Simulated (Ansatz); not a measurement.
Geometry optimisation, Ansatz, DFT PBEsol, scalar-relativistic, plane waves, PAW.

Input:

```yaml
crystal:
  lattice:
    - [6.62, 0.0, 0.0]
    - [4.965, 8.599632, 0.0]
    - [0.0, 0.0, 18.27614]
  atoms:
    - { symbol: Sc, position: [0.0, 0.0, 0.05471615] }
    - { symbol: Sc, position: [0.5, 0.0, 0.05471615] }
    - { symbol: Sc, position: [-1.0e-08, 0.33333334, 0.05471615] }
    - { symbol: Sc, position: [0.49999999, 0.33333334, 0.05471615] }
    - { symbol: Sc, position: [-2.0e-08, 0.66666669, 0.05471615] }
    - { symbol: Sc, position: [0.49999998, 0.66666669, 0.05471615] }
    - { symbol: Sc, position: [-0.16666667, 0.22222223, 0.19906118] }
    - { symbol: Sc, position: [0.33333333, 0.22222223, 0.19906118] }
    - { symbol: Sc, position: [-0.16666668, 0.55555557, 0.19906118] }
    - { symbol: Sc, position: [0.33333332, 0.55555557, 0.19906118] }
    - { symbol: Sc, position: [-0.16666669, 0.88888892, 0.19906118] }
    - { symbol: Sc, position: [0.33333331, 0.88888892, 0.19906118] }
    - { symbol: Sc, position: [0.0, 0.0, 0.34340621] }
    - { symbol: Sc, position: [0.5, 0.0, 0.34340621] }
    - { symbol: Sc, position: [-1.0e-08, 0.33333334, 0.34340621] }
    - { symbol: Sc, position: [0.49999999, 0.33333334, 0.34340621] }
    - { symbol: Sc, position: [-2.0e-08, 0.66666669, 0.34340621] }
    - { symbol: Sc, position: [0.49999998, 0.66666669, 0.34340621] }
    - { symbol: C, position: [0.25, 0.16666667, 0.44791406] }
    - { symbol: H, position: [-0.16666667, 0.22222223, 0.38553765] }
    - { symbol: H, position: [0.09863253, 0.19309684, 0.49168698] }
basis:
  ecutwfc: 420.0
kpoints:
  mp_grid: { grid: [3, 2, 1] }
hamiltonian:
  xc: pbesol
scf:
  occupations: { method: gaussian, width: 0.05 }
  lower_state_search: "off"
relax:
  f_tol: 0.03
  max_steps: 60
  adjacent_minimum: "off"
  constraints: [{ sites: [0, 1, 2, 3, 4, 5] }]
output:
  write_density: true
  write_potential: true
  elf: true
  volumetric_format: npy
```

Command:

```bash
$ ansatz run input.yaml --threads 4 --pin off --max-ram 10240MiB --backend cpu --events-out ev --progress --plain --runs-dir out
```

**Question.** Where does it end, and by what steps?

**Answer.** The run converged. The force dipped under the threshold on the way, but the program's further checks kept it going. Limits of this set-up: coarse k mesh, thin slab, slab without dipole correction. After 14 steps the energy has fallen by 2.659 eV; C19 moved furthest, 1.23 Å. Joined: Sc13–C19 (3.44 → 2.22 Å).

| step | energy less start (eV) | largest force component (eV/Å) | accepted |
| --- | --- | --- | --- |
| 0 | 0.0000 | 2.141 | yes |
| 1 | -1.1383 | 1.422 | yes |
| 2 | -1.7229 | 1.327 | yes |
| 3 | -2.1419 | 0.969 | yes |
| 4 | -2.4278 | 0.455 | yes |
| 5 | -2.5895 | 0.274 | yes |
| 6 | -2.6455 | 0.097 | yes |
| 7 | -2.6379 | 0.148 | no |
| 8 | -2.6538 | 0.036 | yes |
| 9 | -2.6564 | 0.026 | yes |
| 10 | -2.6576 | 0.036 | yes |
| 11 | -2.6584 | 0.049 | yes |
| 12 | -2.6587 | 0.044 | yes |
| 13 | -2.6587 | 0.009 | yes |
| 14 | -2.6587 | 0.009 | yes |

```xyz
21
Lattice="6.6200 0.0000 0.0000 4.9650 8.5996 0.0000 0.0000 0.0000 18.2761" Properties=species:S:1:pos:R:3
Sc 0.000 0.000 1.000
Sc 3.310 0.000 1.000
Sc 1.655 2.867 1.000
Sc 4.965 2.867 1.000
Sc 3.310 5.733 1.000
Sc 6.620 5.733 1.000
Sc 0.003 1.895 3.423
Sc 3.283 1.930 3.431
Sc 1.644 4.742 3.503
Sc 4.975 4.765 3.413
Sc 3.363 7.666 3.447
Sc 6.604 7.641 3.441
Sc 0.158 0.162 6.159
Sc 3.264 0.015 5.898
Sc 1.564 2.735 6.202
Sc 4.938 2.888 5.861
Sc 3.359 5.685 5.847
Sc 6.531 5.764 5.897
C 1.970 0.842 7.242
H -0.235 2.034 6.906
H 1.667 1.105 8.286
```

Whether the end is a true minimum wasn't checked by a vibrational analysis.

Run time: 3.3 min on 4 threads of Intel(R) Xeon(R) Platinum 8259CL CPU @ 2.50GHz (Skylake/Cascade Lake), with other jobs on the host, peak memory 2.7 GiB.
